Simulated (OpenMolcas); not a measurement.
# Tc³⁺ among point charges: CASSCF and CASPT2 levels and susceptibility

Aim: the splitting of the states of Tc³⁺ in the field of 4 point charges, its lowest levels with spin-orbit coupling and its magnetic susceptibility.

Method: state-averaged CASSCF and CASPT2, spin-orbit coupling by RASSI with atomic mean-field integrals. Code: OpenMolcas 26.06.

**1. What is computed**

| Quantity | Value |
| --- | --- |
| Species | Tc³⁺ (technetium, Z = 43, 40 electrons) |
| Basis | ANO-RCC-VDZP [6s5p3d1f], 43 functions |
| Scalar Hamiltonian | DKH2, point nucleus |
| Inactive shells | 1s 2s 2p 3s 3p 3d 4s 4p |
| Active space | 4 electrons in 5 orbitals (4d) |
| Some configurations of this space | 4d4 |
| Orbitals | optimised for each spin and parity, averaged over all roots |

The outer shells:

4d4
```
4d [↑ ][↑ ][↑ ][↑ ][  ]
```

The ion sits among 4 point charges of -2 e arranged as a tetrahedron (Td), 1.82 Å from the ion.

Each step is its own input file, run in one work folder so that later steps find the files of earlier ones. Labels, J, g values, rates, χT and fits are worked out afterwards by a script from the matrices that RASSI stores.

**2. GATEWAY and SEWARD: basis and integrals**

Contents of a.inp:

```
&GATEWAY
Coord
1

Tc 0.0 0.0 0.0
Basis=ANO-RCC-VDZP
Group=NoSym
NoMove
AngMom=0.0 0.0 0.0
AMFI
XField
4 Angstrom 0
1.050777 1.050777 1.050777 -2.000000
1.050777 -1.050777 -1.050777 -2.000000
-1.050777 1.050777 -1.050777 -2.000000
-1.050777 -1.050777 1.050777 -2.000000
&SEWARD
```

Started as:

```
> OMP_NUM_THREADS=1 MOLCAS_MEM=1689 MOLCAS_PROJECT=a pymolcas a.inp > a.log
```

**3. CASSCF: quintets, 5 roots**

Contents of a.inp:

```
&RASSCF
FileOrb=start.orb
Symmetry=1
Spin=5
nActEl=4 0 0
Inactive=18
Ras2=5
CIRoot=5 5 1
SDav=5
CIMx=300
Iter=120 100
PrWF=0.3
OrbListing=Nothing
MaxOrb=0
>>> COPY $Project.JobIph JOB001
```

start.orb holds the contracted functions of the basis, ordered by shell, or the orbitals of the step before.

**4. CASSCF: triplets, 45 roots**

Contents of a.inp:

```
&RASSCF
FileOrb=start.orb
Symmetry=1
Spin=3
nActEl=4 0 0
Inactive=18
Ras2=5
CIRoot=45 45 1
SDav=45
CIMx=300
Iter=120 100
PrWF=0.3
OrbListing=Nothing
MaxOrb=0
>>> COPY $Project.JobIph JOB002
```

**5. CASSCF: singlets, 50 roots**

Contents of a.inp:

```
&RASSCF
FileOrb=start.orb
Symmetry=1
Spin=1
nActEl=4 0 0
Inactive=18
Ras2=5
CIRoot=50 50 1
SDav=50
CIMx=300
Iter=120 100
PrWF=0.3
OrbListing=Nothing
MaxOrb=0
>>> COPY $Project.JobIph JOB003
```

**6. RASSI: spin-orbit coupling between the states**

Contents of a.inp:

```
&RASSI
NrOfJobIphs=3 5 45 50
1 2 3 4 5
1 2 3 4 5 6 7 8 9 10 11 12 13 14 15 16 17 18 19 20 21 22 23 24 25 26 27
28 29 30 31 32 33 34 35 36 37 38 39 40 41 42 43 44 45
1 2 3 4 5 6 7 8 9 10 11 12 13 14 15 16 17 18 19 20 21 22 23 24 25 26 27
28 29 30 31 32 33 34 35 36 37 38 39 40 41 42 43 44 45 46 47 48 49 50
IphNames
JOB001
JOB002
JOB003
EJob
SpinOrbit
DIPRint=1.0
SOCoupling=1000.0
Subsets=2
Property=9
'ANGMOM' 1 'ANGMOM' 2 'ANGMOM' 3 'MLTPL  1' 1 'MLTPL  1' 2 'MLTPL  1' 3
'AMFI' 1 'AMFI' 2 'AMFI' 3
SOProperty=3
'ANGMOM' 1 'ANGMOM' 2 'ANGMOM' 3
```

**7. CASPT2: IPEA 0.25, imaginary shift 0.1 (closed shells correlated: 4s 4p)**

Contents of a.inp:

```
>>> COPY JOB001 $Project.JobIph
&CASPT2
Multistate=5 1 2 3 4 5
NoMult
Frozen=14
IPEA=0.25
Imaginary=0.1
MaxIter=60
WThr=0.0 0.3 0.05
PrWF=0.5
NoMix
>>> COPY JOB002 $Project.JobIph
&CASPT2
Multistate=45 1 2 3 4 5 6 7 8 9 10 11 12 13 14 15 16 17 18 19 20 21 22
23 24 25 26 27 28 29 30 31 32 33 34 35 36 37 38 39 40 41 42 43 44 45
NoMult
Frozen=14
IPEA=0.25
Imaginary=0.1
MaxIter=60
WThr=0.0 0.3 0.05
PrWF=0.5
NoMix
>>> COPY JOB003 $Project.JobIph
&CASPT2
Multistate=50 1 2 3 4 5 6 7 8 9 10 11 12 13 14 15 16 17 18 19 20 21 22
23 24 25 26 27 28 29 30 31 32 33 34 35 36 37 38 39 40 41 42 43 44 45 46
47 48 49 50
NoMult
Frozen=14
IPEA=0.25
Imaginary=0.1
MaxIter=60
WThr=0.0 0.3 0.05
PrWF=0.5
NoMix
```

(Steps that only read results are left out.)

What does the calculation give? Wanted: spin-free ground state; first state of the same spin within the active space; lowest level; next level.

The runs gave:

| quantity | value |
| --- | --- |
| method | SS-CASPT2, IPEA 0.25, imaginary shift 0.1 (closed shells correlated: 4s 4p) |
| spin-free ground state | 5T2, 3-fold in its orbital part |
| first state of the same spin within the active space | 5E at 5220 cm⁻¹ |
| lowest level | 1-fold A1 |
| next level | 189.1 cm⁻¹ |
| χT at 300 K | 1.62 cm³ K/mol |
| effective moment at 300 K | 3.60 μB |

Cost by method:

```tsv
method	time of its own steps	time with the reference
A. CASSCF	23 s	23 s
B. SS-CASPT2, IPEA 0.25, imaginary shift 0.1, +4s 4p	9.2 s	32 s
```

Times are of one thread on a shared host.

What this shows: The spin-free ground state (5T2) comes to 100 % from free-ion D terms and keeps the highest spin of the shell. χT at 300 K is 1.62, against 3.01 cm³ K/mol for the spin alone, so spin-orbit coupling lowers it. An active space of the d shell alone favours high spin; real ions in strong fields can be low spin. CASPT2 does not keep the components of a term degenerate, and the means are used. The field of point charges can differ much from that of real complexes. Point charges carry no covalency, so the field is a model and not that of real ligands.
